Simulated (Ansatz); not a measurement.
# AlIn3Sb2: the cost of one run

Method: DFT PBE, scalar-relativistic, plane waves, PAW, in Ansatz 0.2.0.

### 1 The system as given

Symmetry: P6mm, No. 183, hexagonal system. The conventional cell has a = 6.151 Å, b = 6.151 Å, c = 4.320 Å, α = 90.00°, β = 90.00°, γ = 120.00°. Al (site symmetry 6mm) is surrounded by 6 Sb at 3.57 Å and 12 In at 3.59 to 3.94 Å. In (site symmetry 2mm) is surrounded by 4 Sb at 2.78 to 2.81 Å and 4 In at 3.08 Å. Sb (site symmetry 3m) has 6 In at 2.78 to 2.81 Å as nearest neighbours.

As a file:

```
CELL_PARAMETERS angstrom
6.15088 0.00000 0.00000
-3.07544 5.32682 0.00000
0.00000 0.00000 4.32019
ATOMIC_POSITIONS crystal
Al 0.00000 0.00000 0.88881
In 0.50000 0.50000 0.45952
In 0.50000 0.00000 0.45952
In 0.00000 0.50000 0.45952
Sb 0.66667 0.33333 0.96314
Sb 0.33333 0.66667 0.96314
```

A structure generator made this guess: species swapped into a database cell of ErCo3Ge2 (P6mm, No. 183), with Al on the Er sites, In on the Co sites and Sb on the Ge sites. Lengths come from tabulated atomic sizes and are only a guess.

### 2 Probe: one point on a coarse mesh

File input.yaml:

```yaml
crystal:
  lattice:
    - [6.1508802, 0.0, 0.0]
    - [-3.0754401, 5.32681851, 0.0]
    - [0.0, 0.0, 4.32019097]
  atoms:
    - { symbol: Al, position: [0.0, 0.0, 0.88881302] }
    - { symbol: In, position: [0.5, 0.5, 0.45951599] }
    - { symbol: In, position: [0.5, 0.0, 0.45951599] }
    - { symbol: In, position: [0.0, 0.5, 0.45951599] }
    - { symbol: Sb, position: [0.66666667, 0.33333333, 0.96313798] }
    - { symbol: Sb, position: [0.33333333, 0.66666667, 0.96313798] }
basis:
  ecutwfc: 420
kpoints:
  mp_grid: { grid: [3, 3, 4] }
hamiltonian:
  xc: pbe
scf:
  occupations: { method: gaussian, width: 0.1 }
  lower_state_search: "off"
output:
  forces: true
  stress: true
  eigenvalues: true
```

The run is started by

```bash
> ansatz run input.yaml --threads 1 --pin off --max-ram 2560MiB --backend cpu --events-out ev --progress --plain --runs-dir out
```

Q: Estimate wall time and peak memory on 1 thread of AMD EPYC 7R43 (Zen 3), shared host.

About 6.9 s, with a peak of 0.42 GiB.
